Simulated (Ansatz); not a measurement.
# PdPtSe4: the cost of one run

Method: DFT PBE, scalar-relativistic, plane waves, PAW, in Ansatz 0.2.0.

1 further run of the same task is left out (set aside as unsound or not needed). Runs told in other sessions of the task aren't counted.

### 1 The system as given

The structure is trigonal, space group P-3m1 (No. 164). Conventional cell: a = 3.793 Å, b = 3.793 Å, c = 10.305 Å, α = 90.00°, β = 90.00°, γ = 120.00°. Pd (site symmetry -3m) is surrounded by 6 Se at 2.54 Å. Pt (site symmetry -3m) is surrounded by 6 Se at 2.54 Å. Se (site symmetry 3m) is surrounded by 3 Pt at 2.54 Å. Se (site symmetry 3m) is surrounded by 3 Pd at 2.54 Å.

As a file:

```xyz
6
Lattice="3.7932 0.0000 0.0000 -1.8966 3.2850 0.0000 0.0000 0.0000 10.3054" Properties=species:S:1:pos:R:3 pbc="T T T"
Pd    0.0000    0.0000    5.1527
Pt    0.0000    0.0000    0.0000
Se    0.0000    2.1900    1.2900
Se    0.0000    2.1900    6.4378
Se    1.8966    1.0950    3.8676
Se    1.8966    1.0950    9.0154
```

The cell was relaxed beforehand at this level, from a generated guess; it needn't be the stable form of this composition. At a tolerance of 0.05 Å it has space group P-3m1 (No. 164); it has 21.40 Å³/atom, an uncorrected energy of -0.33 eV/atom over the elements.

### 2 Bands, states and charges

input.yaml

```yaml
crystal:
  lattice:
    - [3.7932062898, -2.89e-08, 0.0]
    - [-1.8966031199, 3.2850130232, 0.0]
    - [0.0, 0.0, 10.3054044]
  atoms:
    - { symbol: Pd, position: [0.0, 0.0, 0.5] }
    - { symbol: Pt, position: [0.0, 0.0, 0.0] }
    - { symbol: Se, position: [0.3333333333, 0.6666666667, 0.125177] }
    - { symbol: Se, position: [0.3333333333, 0.6666666667, 0.624697] }
    - { symbol: Se, position: [0.6666666667, 0.3333333333, 0.375303] }
    - { symbol: Se, position: [0.6666666667, 0.3333333333, 0.874823] }
basis:
  ecutwfc: 420
kpoints:
  mp_grid: { grid: [12, 12, 4] }
  band_path:
    path:
      - [[0.0, 0.0, 0.0], [0.5, 0.0, 0.0], [0.33333333, 0.33333333, 0.0], [0.0, 0.0, 0.0], [0.0, 0.0, 0.5], [0.5, 0.0, 0.5], [0.33333333, 0.33333333, 0.5], [0.0, 0.0, 0.5]]
      - [[0.5, 0.0, 0.5], [0.5, 0.0, 0.0]]
      - [[0.33333333, 0.33333333, 0.5], [0.33333333, 0.33333333, 0.0]]
    npoints: 14
hamiltonian:
  xc: pbe
scf:
  occupations: { method: gaussian, width: 0.1 }
  n_extra_bands: 15
output:
  forces: true
  stress: true
  eigenvalues: true
  populations: true
  dos: { projected: true, de: 0.02, nscf_kmesh: { grid: [15, 15, 5] } }
  bader: true
  write_density: true
  write_potential: true
  elf: true
  volumetric_format: npy
```

On the command line:

```
$ ansatz run input.yaml --threads 4 --pin off --max-ram 8192MiB --backend cpu --events-out ev --progress --plain --runs-dir out
```

What time and memory should one allow on 4 threads of Intel Xeon 6975P-C (Granite Rapids), shared host?

About 22 s, with a peak of 1.1 GiB.
